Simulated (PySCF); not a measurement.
# C₄H₆BN: excited-state relaxation, vibronic structure

Wanted: excited-state relaxation, vibronic structure for C₄H₆BN (`NC1=CBC=C1`).

Computed with PySCF 2.14.0 and routines of our own; the level stands in each step. Atoms count from 0.

## (1) The system as given

12 atoms, charge 0, multiplicity 1; geometry from: GFN2-xTB.

## (2) Relaxing the molecule at BHandHLYP/cc-pVDZ

Job settings and geometry (Å):

```
{"job": {"xc": "BHandHLYP", "basis": "cc-pVDZ", "grid": 1, "kind": "geom"}, "charge": 0, "multiplicity": 1}
N      1.992441     0.085673    -0.008134
C      0.648777    -0.066931    -0.002312
C     -0.073143    -1.218705     0.043215
B     -1.545224    -0.844453     0.004436
C     -1.516939     0.755454    -0.086006
C     -0.240546     1.127651    -0.088056
H      2.399285     0.998703     0.094060
H      2.581113    -0.714421     0.146306
H      0.413223    -2.179673     0.108595
H     -2.489375    -1.529199     0.043913
H     -2.334243     1.457890    -0.138500
H      0.165830     2.127326    -0.143545
```

On the command line:

```bash
> OMP_NUM_THREADS=1 python excited_run.py task.json out
```

This one command runs all jobs of the session in turn.

The log of the run:

```text
step   0  E = -235.46082356  max force = 0.021245
step   1  E = -235.46048968  max force = 0.007302
step   2  E = -235.46142383  max force = 0.008039
step   3  E = -235.46198504  max force = 0.004632
step   4  E = -235.46222764  max force = 0.003067
step   5  E = -235.46231062  max force = 0.002207
step   6  E = -235.46235329  max force = 0.001764
step   7  E = -235.46236630  max force = 0.001581
step   8  E = -235.46238979  max force = 0.000218
step   9  E = -235.46239119  max force = 0.000098
optimisation converged
```

Run time: 36 s. Hardware: 1 thread of Arm Neoverse V1, shared host; peak memory 0.51 GiB.

Relaxation path: (the energy doesn't fall at every step)

```
step  energy from step 0 (eV)  largest force component (eV/Å)
   0                   0.0000                          1.0925
   1                   0.0091                          0.3755
   2                  -0.0163                          0.4134
   3                  -0.0316                          0.2382
   4                  -0.0382                          0.1577
   5                  -0.0405                          0.1135
   6                  -0.0416                          0.0907
   7                  -0.0420                          0.0813
   8                  -0.0426                          0.0112
   9                  -0.0427                          0.0050
```

Close pairs (by a distance rule), those that changed most:

```
  bond  before (Å)  after (Å)  change (Å)
 B3–H9       1.167      1.197      +0.031
 C1–C5       1.492      1.508      +0.016
 N0–C1       1.352      1.339      -0.013
 B3–C4       1.603      1.615      +0.012
 C1–C2       1.360      1.370      +0.010
 C2–B3       1.519      1.511      -0.009
C5–H11       1.081      1.087      +0.006
C4–H10       1.079      1.084      +0.005
```

The end geometry stands in the next job.

```
                         at the end point                value
  point group (found at 0.08 Å tolerance)                   Cs
rotational constants (GHz, main isotopes)  7.759, 3.659, 2.487
                        dipole moment (D)                 4.02
```

## (3) Excited-state relaxation: TDA BHandHLYP/cc-pVDZ

Job settings and geometry (Å):

```
{"job": {"kind": "xopt", "state": "S1", "method": "TDA", "freq": false, "xc": "BHandHLYP", "basis": "cc-pVDZ", "grid": 1}, "charge": 0, "multiplicity": 1}
N      1.690607     0.152867     1.013921
C      0.558703    -0.066075     0.332738
C     -0.018370    -1.255753    -0.027189
B     -1.281953    -0.898382    -0.773765
C     -1.329403     0.715782    -0.780659
C     -0.243972     1.124042    -0.129436
H      2.011320     1.082545     1.202480
H      2.255423    -0.612816     1.329882
H      0.419509    -2.213987     0.223357
H     -2.097368    -1.621831    -1.269466
H     -2.056937     1.398559    -1.205339
H      0.073571     2.143537     0.072353
```

Level: TDA BHandHLYP/cc-pVDZ excited-state geometry optimisation, gas phase.

The log of the run:

```text
final grid: 45856 points
cycle   1  E = -235.3909224907  dE =  1.198e+00  |g| = 4.698e-01  |ddm| = 6.693e+00
cycle   2  E = -235.3905828832  dE =  3.396e-04  |g| = 5.107e-01  |ddm| = 1.692e+00
cycle   3  E = -235.4599788063  dE = -6.940e-02  |g| = 9.312e-02  |ddm| = 8.705e-01
cycle   4  E = -235.4619821950  dE = -2.003e-03  |g| = 3.917e-02  |ddm| = 1.846e-01
cycle   5  E = -235.4623753884  dE = -3.932e-04  |g| = 6.805e-03  |ddm| = 7.384e-02
cycle   6  E = -235.4623883948  dE = -1.301e-05  |g| = 2.785e-03  |ddm| = 1.424e-02
cycle   7  E = -235.4623908843  dE = -2.490e-06  |g| = 8.824e-04  |ddm| = 5.530e-03
cycle   8  E = -235.4623911439  dE = -2.596e-07  |g| = 2.799e-04  |ddm| = 2.138e-03
cycle   9  E = -235.4623911805  dE = -3.660e-08  |g| = 1.327e-04  |ddm| = 7.268e-04
cycle  10  E = -235.4623911889  dE = -8.347e-09  |g| = 4.018e-05  |ddm| = 3.371e-04
cycle  11  E = -235.4623911900  dE = -1.150e-09  |g| = 1.801e-05  |ddm| = 1.247e-04
cycle  12  E = -235.4623911904  dE = -3.623e-10  |g| = 8.705e-06  |ddm| = 7.530e-05
converged SCF energy = -235.4623911904

vertical S1 at the ground-state geometry: 2.8445 eV
step    E(state)/Eh    max force   excitation/eV  root
  0    -235.35292181   0.112468     2.9237      1
  1    -235.37747175   0.060121     1.3442      1
  2    -235.38308124   0.020437     1.5147      1
  3    -235.38355092   0.012208     1.3772      1
  4    -235.38426335   0.005135     1.3149      1
  5    -235.38419500   0.003232     1.3684      1
  6    -235.38438081   0.002867     1.3363      1
  7    -235.38437421   0.001978     1.3113      1
  8    -235.38442704   0.000716     1.3056      1
  9    -235.38443179   0.000327     1.3047      1
optimisation converged
vertical emission 1.3047 eV, adiabatic 2.1214 eV, Stokes shift 1.5398 eV, reorganisation 0.7231 (excited) and 0.8167 eV (ground)
```

Wall time 74 s (1 thread of Arm Neoverse V1, shared host); peak memory 0.62 GiB.

In short:

```
                 quantity    value
  vertical absorption, S1  2.84 eV
     adiabatic energy, S1  2.12 eV
    vertical emission, S1  1.30 eV
         Stokes shift, S1  1.54 eV
geometry moved (RMSD), S1  0.078 Å
```

Bonds of the start that changed most:

```
 bond  start (Å)  end (Å)
C5–C1      1.508    1.395
B3–C4      1.615    1.518
C1–C2      1.370    1.463
C4–C5      1.330    1.417
C2–B3      1.510    1.535
B3–H9      1.198    1.194
```

## (4) Excited-state relaxation: UKS BHandHLYP/cc-pVDZ

The job, as its differences from that of step 3:

```diff
@@ -1,2 +1,2 @@
-{"job": {"kind": "xopt", "state": "S1", "method": "TDA", "freq": false, "xc": "BHandHLYP", "basis": "cc-pVDZ", "grid": 1}, "charge": 0, "multiplicity": 1}
+{"job": {"kind": "xopt", "state": "T1", "method": "UKS", "freq": false, "xc": "BHandHLYP", "basis": "cc-pVDZ", "grid": 1}, "charge": 0, "multiplicity": 1}
 N      1.690607     0.152867     1.013921
```

Level: UKS BHandHLYP/cc-pVDZ excited-state geometry optimisation, gas phase.

The log of the run:

```text
final grid: 45856 points
cycle   1  E = -235.3909224907  dE =  1.198e+00  |g| = 4.698e-01  |ddm| = 6.693e+00
cycle   2  E = -235.3905828832  dE =  3.396e-04  |g| = 5.107e-01  |ddm| = 1.692e+00
cycle   3  E = -235.4599788063  dE = -6.940e-02  |g| = 9.312e-02  |ddm| = 8.705e-01
cycle   4  E = -235.4619821950  dE = -2.003e-03  |g| = 3.917e-02  |ddm| = 1.846e-01
cycle   5  E = -235.4623753884  dE = -3.932e-04  |g| = 6.805e-03  |ddm| = 7.384e-02
cycle   6  E = -235.4623883948  dE = -1.301e-05  |g| = 2.785e-03  |ddm| = 1.424e-02
cycle   7  E = -235.4623908843  dE = -2.490e-06  |g| = 8.824e-04  |ddm| = 5.530e-03
cycle   8  E = -235.4623911439  dE = -2.596e-07  |g| = 2.799e-04  |ddm| = 2.138e-03
cycle   9  E = -235.4623911805  dE = -3.660e-08  |g| = 1.327e-04  |ddm| = 7.268e-04
cycle  10  E = -235.4623911889  dE = -8.347e-09  |g| = 4.018e-05  |ddm| = 3.371e-04
cycle  11  E = -235.4623911900  dE = -1.150e-09  |g| = 1.801e-05  |ddm| = 1.247e-04
cycle  12  E = -235.4623911904  dE = -3.623e-10  |g| = 8.705e-06  |ddm| = 7.530e-05
converged SCF energy = -235.4623911904

vertical T1 at the ground-state geometry: 1.7311 eV
step    E(state)/Eh    max force   <S^2>
  0    -235.39449058   0.104238    2.0070
  1    -235.42088495   0.059341    2.0085
  2    -235.42599884   0.009320    2.0088
  3    -235.42592301   0.007763    2.0087
  4    -235.42662013   0.003004    2.0089
  5    -235.42659040   0.003802    2.0089
  6    -235.42672278   0.000682    2.0089
  7    -235.42673725   0.000423    2.0090
optimisation converged
vertical emission 0.1543 eV, adiabatic 0.9702 eV, Stokes shift 1.5768 eV, reorganisation 0.7609 (excited) and 0.8159 eV (ground)
```

Wall time 60 s (1 thread of Arm Neoverse V1, shared host); peak memory 0.56 GiB.

In short:

```
                                     quantity    value
vertical gap at the ground-state geometry, T1  1.73 eV
                         adiabatic energy, T1  0.97 eV
     vertical gap at the relaxed geometry, T1  0.15 eV
               difference of the two gaps, T1  1.58 eV
                    geometry moved (RMSD), T1  0.076 Å
```

Bonds of the start that changed most:

```
 bond  start (Å)  end (Å)
C5–C1      1.508    1.395
B3–C4      1.615    1.517
C4–C5      1.330    1.425
C1–C2      1.370    1.444
C2–B3      1.510    1.551
N0–C1      1.339    1.352
```

## (5) Vibronic structure: TDA BHandHLYP/cc-pVDZ

The job, as its differences from that of step 4:

```diff
@@ -1,2 +1,2 @@
-{"job": {"kind": "xopt", "state": "T1", "method": "UKS", "freq": false, "xc": "BHandHLYP", "basis": "cc-pVDZ", "grid": 1}, "charge": 0, "multiplicity": 1}
+{"job": {"kind": "vib", "tda": true, "freq": false, "xc": "BHandHLYP", "basis": "cc-pVDZ", "grid": 1}, "charge": 0, "multiplicity": 1}
 N      1.690607     0.152867     1.013921
```

Method: TDA BHandHLYP/cc-pVDZ vertical-gradient vibronic structure (displaced harmonic oscillators, Condon), gas phase.

The log of the run:

```text
final grid: 45856 points
cycle   1  E = -235.3909224907  dE =  1.198e+00  |g| = 4.698e-01  |ddm| = 6.693e+00
cycle   2  E = -235.3905828832  dE =  3.396e-04  |g| = 5.107e-01  |ddm| = 1.692e+00
cycle   3  E = -235.4599788063  dE = -6.940e-02  |g| = 9.312e-02  |ddm| = 8.705e-01
cycle   4  E = -235.4619821950  dE = -2.003e-03  |g| = 3.917e-02  |ddm| = 1.846e-01
cycle   5  E = -235.4623753884  dE = -3.932e-04  |g| = 6.805e-03  |ddm| = 7.384e-02
cycle   6  E = -235.4623883948  dE = -1.301e-05  |g| = 2.785e-03  |ddm| = 1.424e-02
cycle   7  E = -235.4623908843  dE = -2.490e-06  |g| = 8.824e-04  |ddm| = 5.530e-03
cycle   8  E = -235.4623911439  dE = -2.596e-07  |g| = 2.799e-04  |ddm| = 2.138e-03
cycle   9  E = -235.4623911805  dE = -3.660e-08  |g| = 1.327e-04  |ddm| = 7.268e-04
cycle  10  E = -235.4623911889  dE = -8.347e-09  |g| = 4.018e-05  |ddm| = 3.371e-04
cycle  11  E = -235.4623911900  dE = -1.150e-09  |g| = 1.801e-05  |ddm| = 1.247e-04
cycle  12  E = -235.4623911904  dE = -3.623e-10  |g| = 8.705e-06  |ddm| = 7.530e-05
converged SCF energy = -235.4623911904

Singlet excitations (eV, f): 2.845 (0.0193)  5.380 (0.0000)  5.866 (0.0004)  6.154 (0.0002)  6.235 (0.2522)  7.099 (0.0002)

State S1  2.8445 eV  f = 0.01934  H->L 0.97
  relaxed dipole 4.998 D, largest gradient of the excitation energy 0.1126 Eh/bohr
  mode    cm-1        S   lambda/meV  Raman
   23   1602.8    0.6517     129.5   1.000
   24   1636.5    0.5905     119.8   0.944
   21   1353.1    0.6632     111.3   0.725
    7    586.9    1.2618      91.8   0.260
   13    899.0    0.4935      55.0   0.238
    9    690.5    0.6365      54.5   0.181
   18   1124.2    0.2994      41.7   0.226
   14    900.0    0.2920      32.6   0.141
    4    352.6    0.6377      27.9   0.047
    8    688.6    0.3123      26.7   0.088
   22   1460.3    0.1404      25.4   0.179
   15    922.8    0.2051      23.5   0.104
  reorganisation energy 0.7688 eV, total S 6.484, 0-0 2.0757 eV
  absorption maximum 2.802 eV, width 0.802 eV

State S5  6.2346 eV  f = 0.25221  H-1->L 0.81, H->L+4 0.12
  relaxed dipole 5.308 D, largest gradient of the excitation energy 0.0860 Eh/bohr
  mode    cm-1        S   lambda/meV  Raman
   24   1636.5    1.0044     203.8   1.000
    7    586.9    0.5262      38.3   0.067
   21   1353.1    0.1189      19.9   0.081
   18   1124.2    0.1300      18.1   0.061
   15    922.8    0.1013      11.6   0.032
    9    690.5    0.1206      10.3   0.021
    8    688.6    0.0669       5.7   0.012
    2    223.9    0.2044       5.7   0.004
   19   1240.5    0.0345       5.3   0.020
   22   1460.3    0.0141       2.5   0.011
   23   1602.8    0.0089       1.8   0.008
  reorganisation energy 0.3311 eV, total S 2.431, 0-0 5.9035 eV
  absorption maximum 6.108 eV, width 0.454 eV

State T1  1.6860 eV  f = 0.00000  H->L 0.95
  relaxed dipole 4.586 D, largest gradient of the excitation energy 0.1032 Eh/bohr
  mode    cm-1        S   lambda/meV  Raman
   24   1636.5    0.7354     149.2   1.000
    7    586.9    1.5341     111.6   0.268
   21   1353.1    0.6472     108.6   0.602
   23   1602.8    0.5226     103.8   0.682
    9    690.5    0.4659      39.9   0.113
   13    899.0    0.3542      39.5   0.145
    4    352.6    0.7831      34.2   0.049
   18   1124.2    0.2136      29.8   0.137
   15    922.8    0.2269      26.0   0.098
   14    900.0    0.2096      23.4   0.086
   22   1460.3    0.1288      23.3   0.139
    8    688.6    0.2284      19.5   0.055
  reorganisation energy 0.7298 eV, total S 6.345, 0-0 0.9562 eV
  absorption maximum 1.674 eV, width 0.788 eV
```

Wall time 12 s (1 thread of Arm Neoverse V1, shared host); peak memory 0.56 GiB.

## (6) Outcome

```
                                                                                       quantity                     value
                                                                                    point group                        Cs
                                                           rotational constants (main isotopes)      7.76, 3.66, 2.49 GHz
                                        vertical absorption, S1 (step 3, TDA BHandHLYP/cc-pVDZ)                   2.84 eV
                                           adiabatic energy, S1 (step 3, TDA BHandHLYP/cc-pVDZ)                   2.12 eV
                                          vertical emission, S1 (step 3, TDA BHandHLYP/cc-pVDZ)                   1.30 eV
                                               Stokes shift, S1 (step 3, TDA BHandHLYP/cc-pVDZ)                   1.54 eV
                  vertical gap at the ground-state geometry, T1 (step 4, UKS BHandHLYP/cc-pVDZ)                   1.73 eV
                                           adiabatic energy, T1 (step 4, UKS BHandHLYP/cc-pVDZ)                   0.97 eV
                       vertical gap at the relaxed geometry, T1 (step 4, UKS BHandHLYP/cc-pVDZ)                   0.15 eV
                                 difference of the two gaps, T1 (step 4, UKS BHandHLYP/cc-pVDZ)                   1.58 eV
S1: vertical, reorganisation, 0-0, total S (step 5, TDA BHandHLYP/cc-pVDZ, modes from GFN2-xTB)  2.84, 0.77, 2.08 eV; 6.5
S5: vertical, reorganisation, 0-0, total S (step 5, TDA BHandHLYP/cc-pVDZ, modes from GFN2-xTB)  6.23, 0.33, 5.90 eV; 2.4
T1: vertical, reorganisation, 0-0, total S (step 5, TDA BHandHLYP/cc-pVDZ, modes from GFN2-xTB)  1.69, 0.73, 0.96 eV; 6.3
```

In words: The optimisation took 9 steps and gained 0.043 eV; among the close pairs (by a distance rule), B3–H9 changed most, from 1.167 to 1.197 Å. Where no frequencies were run, the relaxed excited state may be a saddle. In steps 3, 4 (excited-state relaxation), among the bonds C5–C1 changes most, from 1.508 to 1.395 Å. In step 4 the gap at the relaxed geometry is under 0.8 eV, where a single closed-shell reference fails, so that gap and differences built on it are unreliable. The vibronic model keeps the ground-state modes (from xTB) and shifts them along the gradient alone, so it can miss much of the relaxation that a full optimisation finds. ΔSCF (UKS) and response values aren't on one footing and may follow different states, so their differences aren't method errors alone, and singlets and triplets from the two don't rank.
